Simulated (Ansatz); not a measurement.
# CCl3F (trichlorofluoromethane): B3LYP/6-31G(d) (spherical functions)

What is the electronic atomisation energy of CCl3F (trichlorofluoromethane) at B3LYP/6-31G* (spherical functions)? 

The results are computed with Ansatz 0.2.0.

51 further runs of the same task are left out: 2 that didn't finish, 49 set aside as unsound or not needed. Runs told in other sessions of the task aren't counted.

**1. The system as given**

CCl3F has 5 atoms, charge 0, and is taken as a singlet. As SMILES, `FC(Cl)(Cl)Cl`. The shape is that of a PBE0-D4/def2-TZVP optimisation.

Bond lengths: F1–C2 1.333 Å, C2–Cl3 1.760 Å, C2–Cl4 1.760 Å, C2–Cl5 1.760 Å. Angles: F1–C2–Cl3 108.5°, F1–C2–Cl4 108.5°, F1–C2–Cl5 108.5°, Cl3–C2–Cl4 110.4°, Cl3–C2–Cl5 110.4°, Cl4–C2–Cl5 110.4°.

**2. The energy at B3LYP/6-31G(d) (spherical functions)**

Contents of run.yaml:

```yaml
crystal:
  periodic: [false, false, false]
  atoms:
    - {symbol: F, position_ang: [0.911880, -0.820730, 0.677360]}
    - {symbol: C, position_ang: [0.044670, -0.040210, 0.033190]}
    - {symbol: Cl, position_ang: [-1.384510, 0.157610, 1.040990]}
    - {symbol: Cl, position_ang: [-0.379970, -0.814480, -1.489160]}
    - {symbol: Cl, position_ang: [0.807920, 1.517810, -0.262390]}
basis:
  gaussian: {orbitals: 6-31G_st_-spherical.json}
hamiltonian: {xc: {name: B3LYP}}
accuracy: high
output: {orbitals: {seedname: orbitals}}
```

The basis set 6-31G* is read from a file made from the Basis Set Exchange's data (not shown).

Started as:

```console
ansatz run run.yaml --threads 1 --pin off --max-ram 3480MiB --events-out events.jsonl --progress --plain --runs-dir runs
```

What it wrote:

```text
Warning: RAYON_NUM_THREADS=1 ignored (pool sized by the plan → 1); use --threads N
Functional definition: B3LYP
  name "B3LYP"
  parameter a0 = 0.2
  parameter ax = 0.72
  parameter ac = 0.81
  exchange = (1 - a0 - ax)*slater_x + ax*b88_x + a0*exact_x
  correlation = (1 - ac)*vwn_rpa_c + ac*lyp_c
1786 factors; integrals over basis functions are off by at most 3.3e-9 eV
mean field evaluation 1: about -41318.8519 eV, gradient 2.7e1 eV
mean field evaluation 2: about -41316.4751 eV, gradient 4.6e1 eV
mean field evaluation 4: about -41320.1147 eV, gradient 1.2e0 eV
mean field evaluation 8: about -41320.2670 eV, gradient 4.0e-2 eV
mean field evaluation 16: about -41320.2670 eV, gradient 1.7e-6 eV
mean field -41320.26696434 eV, -1518.4918030565 hartree, gradient 3.3e-8 eV, S^2 0.000000; 0 other end points of the search recorded, 0 dependent functions left out
reference -41320.26699925 eV, -1518.4918043395 hartree; 33, 33 occupied and 49, 49 virtual orbitals, 1786 factors
Total energy: -41320.26699925 eV, -1518.4918043395 hartree
```

Run time: 8.7 s. Hardware: 1 thread of Arm Neoverse V2, shared host; peak memory 0.29 GiB.

**3. The C atom, same level**

Contents of molecule.yaml:

```yaml
crystal:
  periodic: [false, false, false]
  atoms:
    - symbol: C
      position_ang: [0.000000, 0.000000, 0.000000]
basis:
  gaussian:
    orbitals: 6-31G_st_-spherical.json
hamiltonian:
  xc: {name: B3LYP}
accuracy: high
magnetization:
  spin_polarized: true
  initial_magnetization: 2
```

The basis set 6-31G* is read from a file made from the Basis Set Exchange's data (not shown).

Run the same way, it converges to -37.84469 Eh (log not shown).

**4. The Cl atom**

Contents of input.yaml:

```yaml
crystal:
  periodic: [false, false, false]
  atoms:
    - {symbol: Cl, position_ang: [0.000000, 0.000000, 0.000000]}
basis:
  gaussian:
    orbitals: 6-31G_st_-spherical.json
magnetization:
  spin_polarized: true
  initial_magnetization: 1
hamiltonian:
  xc: {name: B3LYP}
accuracy: high
```

The basis set 6-31G* is read from a file made from the Basis Set Exchange's data (not shown).

Started as:

```console
ansatz run input.yaml --threads 1 --pin off --max-ram 3480MiB --events-out events.jsonl --progress --plain --runs-dir runs
```

What it wrote:

```text
Warning: RAYON_NUM_THREADS=1 ignored (pool sized by the plan → 1); use --threads N
[... 7 set-up lines as earlier in the session ...]
140 factors; integrals over basis functions are off by at most 3.1e-9 eV
mean field evaluation 1: about -12520.7929 eV, gradient 3.0e0 eV
mean field evaluation 2: about -12520.8431 eV, gradient 1.0e0 eV
mean field evaluation 4: about -12520.8501 eV, gradient 3.8e-1 eV
mean field evaluation 8: about -12520.8510 eV, gradient 2.0e-4 eV
mean field evaluation 16: about -12520.8510 eV, gradient 3.3e-6 eV
mean field -12520.85099785 eV, -460.1327872334 hartree, gradient 3.5e-8 eV, S^2 0.751713; 0 other end points of the search recorded, 0 dependent functions left out
reference -12520.85102068 eV, -460.1327880722 hartree; 9, 8 occupied and 9, 10 virtual orbitals, 140 factors
Total energy: -12520.85102068 eV, -460.1327880722 hartree
```

Wall time 0.66 s (1 thread of Arm Neoverse V2, shared host).

**5. The F atom**

input.yaml: that of step 4 with these lines changed.

```diff
@@ -3,3 +3,4 @@
   atoms:
-    - {symbol: Cl, position_ang: [0.000000, 0.000000, 0.000000]}
+    - symbol: F
+      position_ang: [0.000000, 0.000000, 0.000000]
 basis:
```

The basis set 6-31G* is read from a file made from the Basis Set Exchange's data (not shown).

Run the same way, it converges to -99.71458 Eh (log not shown).

**6. Summary of results**

Level: B3LYP/6-31G* (spherical functions).

| quantity | value |
| --- | --- |
| molecule: total energy | -1518.49180 Eh |
| molecule: HOMO energy | -8.77 eV |
| molecule: LUMO energy | -1.38 eV |
| molecule: HOMO–LUMO gap | 7.39 eV |
| C atom: total energy | -37.84469 Eh |
| C atom: ⟨S²⟩ | 2.002 |
| Cl atom: total energy | -460.13279 Eh |
| Cl atom: ⟨S²⟩ | 0.752 |
| F atom: total energy | -99.71458 Eh |
| F atom: ⟨S²⟩ | 0.751 |
| electronic atomisation energy | 14.535 eV |

In words: Taking the molecule apart into free atoms costs 14.54 eV (1402 kJ/mol), before zero-point energy and without spin-orbit coupling.
